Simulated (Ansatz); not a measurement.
**Alloy of KMgF3 and KZnF3 (5 of 8 Mg sites exchanged), 40 atoms**

Wanted: the relaxed alloy cell and its gap (PBEsol and HSE06).

Method: density functional theory in Ansatz 0.2.0, PAW datasets, plane waves.

### Step 1. Starting point

40 atoms (8 K, 3 Mg, 5 Zn, 24 F); a = 8.058 Å, b = 8.058 Å, c = 8.058 Å, α = 90.00°, β = 90.00°, γ = 90.00°. All atoms were shaken off their sites by about 0.02 Å along each axis.

Plan of the steps: (2) PBEsol cell relaxation at the single k point (¼, ¼, ¼), on 1 × NVIDIA GB300 Max-Q with 8 threads of Arm Neoverse-V2; (3) HSE06 single point at the single k point (¼, ¼, ¼), on 1 × NVIDIA GB300 Max-Q with 8 threads of Arm Neoverse-V2.

### Step 2. PBEsol relaxation of the cell and the positions

Contents of in.yaml:

```yaml
crystal:
  lattice:
    - [8.058173, 0.000000, 0.000000]
    - [0.000000, 8.058173, 0.000000]
    - [0.000000, 0.000000, 8.058173]
  atoms:
    - { symbol: K, position: [0.997707, 0.001152, 0.998857] }
    - { symbol: K, position: [0.000860, 0.996409, 0.501299] }
    - { symbol: K, position: [0.006252, 0.497715, 0.001596] }
    - { symbol: K, position: [0.994162, 0.498065, 0.498588] }
    - { symbol: K, position: [0.500571, 0.002152, 0.000256] }
    - { symbol: K, position: [0.493165, 0.998376, 0.496086] }
    - { symbol: K, position: [0.499112, 0.500806, 0.997724] }
    - { symbol: K, position: [0.501914, 0.499728, 0.494759] }
    - { symbol: Mg, position: [0.251267, 0.249099, 0.251964] }
    - { symbol: Mg, position: [0.250798, 0.250364, 0.748943] }
    - { symbol: Mg, position: [0.252535, 0.747300, 0.752221] }
    - { symbol: Zn, position: [0.245895, 0.751901, 0.248626] }
    - { symbol: Zn, position: [0.751002, 0.254104, 0.251061] }
    - { symbol: Zn, position: [0.756261, 0.253667, 0.751614] }
    - { symbol: Zn, position: [0.749081, 0.755229, 0.252979] }
    - { symbol: Zn, position: [0.750639, 0.750608, 0.750853] }
    - { symbol: F, position: [0.250288, 0.248013, 0.000266] }
    - { symbol: F, position: [0.247062, 0.254095, 0.500979] }
    - { symbol: F, position: [0.251877, 0.747023, 0.003233] }
    - { symbol: F, position: [0.252203, 0.751246, 0.497531] }
    - { symbol: F, position: [0.753871, 0.250002, 0.001483] }
    - { symbol: F, position: [0.745560, 0.250572, 0.498953] }
    - { symbol: F, position: [0.751423, 0.751921, 0.001836] }
    - { symbol: F, position: [0.748740, 0.750294, 0.497205] }
    - { symbol: F, position: [0.000077, 0.253996, 0.249115] }
    - { symbol: F, position: [0.996581, 0.248970, 0.749031] }
    - { symbol: F, position: [0.997994, 0.750553, 0.249868] }
    - { symbol: F, position: [0.000091, 0.750796, 0.745943] }
    - { symbol: F, position: [0.501170, 0.248439, 0.253902] }
    - { symbol: F, position: [0.501435, 0.248848, 0.748839] }
    - { symbol: F, position: [0.498067, 0.749836, 0.254457] }
    - { symbol: F, position: [0.504997, 0.749795, 0.752191] }
    - { symbol: F, position: [0.251135, 0.001334, 0.246712] }
    - { symbol: F, position: [0.253305, 0.997452, 0.746108] }
    - { symbol: F, position: [0.251139, 0.498977, 0.247515] }
    - { symbol: F, position: [0.249822, 0.500416, 0.753139] }
    - { symbol: F, position: [0.749900, 0.996627, 0.247905] }
    - { symbol: F, position: [0.746775, 0.001755, 0.746479] }
    - { symbol: F, position: [0.749698, 0.497725, 0.249615] }
    - { symbol: F, position: [0.750913, 0.500590, 0.749627] }
  symmetry: { detect: false }
kpoints:
  mp_grid: { grid: [1, 1, 1], shift: [0.25, 0.25, 0.25] }
hamiltonian:
  xc: pbesol
scf:
  occupations: { method: fermi_dirac, width: 0.01 }
relax:
  f_tol: 0.03
  max_steps: 80
  escape_saddle: false
  adjacent_minimum: "off"
  cell: { fix: [shape] }
output:
  forces: true
  eigenvalues: true
  populations: true
```

Run with:

```bash
$ ansatz run in.yaml --threads 8 --pin off --max-ram 118750MiB --runs-dir r --events-out ev --progress --plain --backend cuda --devices 0,
```

After this run come: Single point with HSE06.

Before running it: what results should come out? Wanted: for each run, top filled to lowest empty.

**Answer**, as computed:

```
             level         time  top filled to lowest empty (eV)
PBEsol, relaxation  4.3 s (GPU)                             5.36
             HSE06   11 s (GPU)                             8.01
```

| quantity | value |
| --- | --- |
| relaxation | 4 recorded steps, 0.21 eV gained |
| largest shift | 0.07 Å (K6) |
| relaxed cell | a = 8.062 Å, b = 8.062 Å, c = 8.062 Å, α = 90.00°, β = 90.00°, γ = 90.00° |
| mean bonds | F–K 2.851, F–Mg 2.002, F–Zn 2.023 Å |

**Reading.** Relaxation gains 0.21 eV, with shifts up to 0.07 Å (K6), while the volume changes by +0.2 %. The mean lengths of the listed bonds run from F–Mg 2.00 Å to F–K 2.85 Å. At the same k points, PBEsol gives a spacing 2.65 eV smaller than the 8.01 eV of HSE06. With one k point the spacing samples only the states that fold onto it, so it can exceed the gap over the zone.
